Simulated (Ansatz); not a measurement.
Working through a ladder of methods at one geometry of CH₅NOSSi, SMILES NC(=S)[SiH2]O

Program: the Ansatz DFT code, driven from Python.

Typed at the interpreter:
```pycon
>>> from pathlib import Path
>>> import ansatz as az
>>> from ase import Atoms
>>> import numpy as np
>>> atoms = Atoms(["N", "C", "S", "Si", "O", "H", "H", "H", "H", "H"], positions=[
...     (-0.5129, 0.822, 1.4033),
...     (0.3638, -0.0417, 0.9382),
...     (1.5735, -0.5495, 1.9114),
...     (0.3372, -0.7128, -0.833),
...     (-0.8427, 0.1165, -1.7665),
...     (-0.5076, 1.2275, 2.3421),
...     (-1.3117, 1.1785, 0.8196),
...     (1.5941, -0.5864, -1.5558),
...     (-0.1529, -2.1294, -0.7937),
...     (-0.4577, 0.6243, -2.4626),
... ])
>>> system = az.Crystal.molecule_from_ase(atoms)
>>> calc = system.calculation().basis(gaussian="def2-SVP")
>>> print("functional    E (Ha)        dipole (D)   HOMO (eV)  LUMO (eV)")
functional    E (Ha)        dipole (D)   HOMO (eV)  LUMO (eV)
>>> for name in ["r2scan", "lda", "lc_wpbe", "r2scan0", "hse06", "revpbe"]:
...     r = calc.functional(name).forces().orbitals().run(threads=1, backend="cpu", runs_dir="runs").report
...     lines = Path(r["orbitals_path"]).read_text().splitlines()
...     field_of = lambda key: [line.split("=")[1].strip() for line in lines if line.startswith(key)]
...     orbitals = [(27.211386 * float(e), s, float(n)) for e, s, n in zip(field_of("Ene="), field_of("Spin="), field_of("Occup="))]
...     homo = max(e for e, _, n in orbitals if n > 0.5)
...     lumo = min(e for e, _, n in orbitals if n < 0.5)
...     dipole = 4.803205 * np.linalg.norm(r["charge_distribution"]["dipole_moment_e_ang"])
...     print(f"{name:10s} {r['free_energy_ev'] / 27.211386246:14.6f} {dipole:9.3f} {homo:11.3f} {lumo:10.3f}")
...
r2scan        -858.320566     3.696      -5.096     -1.948
lda           -854.573003     3.553      -4.902     -2.101
lc_wpbe       -858.144195     3.821      -8.673      1.048
r2scan0       -858.286027     3.690      -6.204     -1.133
hse06         -857.989470     3.628      -5.624     -1.531
revpbe        -858.277078     3.597      -4.780     -1.922
```

Caveats:
- Total energies depend on the basis set; only differences at equal settings carry meaning.
- The geometry is a force-field or estimated start, not a minimum of this method, and the basis set is short of its limit. A lower total doesn't mark the better method: functionals have no common bound, and MP2 and coupled cluster aren't variational.
- Levels such as HOMO and LUMO are orbital energies: with these approximate functionals they aren't the ionisation energy and electron affinity, and their gap isn't the fundamental gap.
- hse06 follows the composition of plane-wave codes, whose totals differ by tens of mHa, up to about 0.1 Ha, from the form usual in Gaussian-basis programs (wpbeh).
- Timing: 25 s on 1 thread of Arm Neoverse V2 (shared host), peak memory 0.31 GiB.
